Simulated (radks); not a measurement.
**Sn²⁺ in [Kr] 4d10 5s2: an all-electron calculation**

An exercise on one series of results from a longer session: the logs are not shown, and one member is left open.

The numbers are computed with radks (a radial shooting solver on a logarithmic mesh, Libxc functionals) version 1 (scalar-relativistic Kohn-Sham, AM05, spin-unpolarised, spherical densities, finite nucleus), except any that are marked as measured or tabulated.

### Starting point

```
element            : tin (Z = 50)
charge             : +2
electrons          : 48
configuration      : [Kr] 4d10 5s2
nuclear rms radius : 4.6519 fm
```

The outer shells:

Sn²⁺
```
[Kr] core
4d [↑↓][↑↓][↑↓][↑↓][↑↓]
5s [↑↓]
```

The first run:

Settings of this run:

```text
Z 50
configuration [Kr] 4d10 5s2 5p0 6s0 4f0 5d0
relativity scalar-relativistic
functional am05,am05
spin unpolarised
nucleus finite rms 4.6519 fm
c 137.035999084
```

One table of the session follows, with a row left open; its other results are not shown here.

From the orbitals of this run (lengths in bohr):

| level | <r> | outermost maximum (interpolated) | 90 % within | nodes |
| --- | --- | --- | --- | --- |
| 1s | 0.02908 | 0.0188 | 0.0522 | 0 |
| 2s | 0.1256 | 0.106 | 0.194 | 1 |
| 2p | 0.1096 | 0.0850 | 0.178 | 0 |
| 3s | 0.3398 | 0.308 | 0.500 | 2 |
| 3p | ? | ? | ? | ? |
| 3d | 0.3147 | 0.251 | 0.496 | 0 |
| 4s | 0.8186 | 0.745 | 1.19 | 3 |
| 4p | 0.8857 | 0.788 | 1.30 | 2 |
| 4d | 1.092 | 0.887 | 1.70 | 1 |
| 5s | 2.207 | 1.94 | 3.21 | 4 |
| 5p | 2.659 | 2.30 | 3.90 | 3 |

Q: Estimate the row for 3p from the others.

The run gave: <r>: 0.3380; outermost maximum (interpolated): 0.301; 90 % within: 0.508; nodes: 1. In the column «<r>» it lies between 3d (0.3147) and 3s (0.3398).
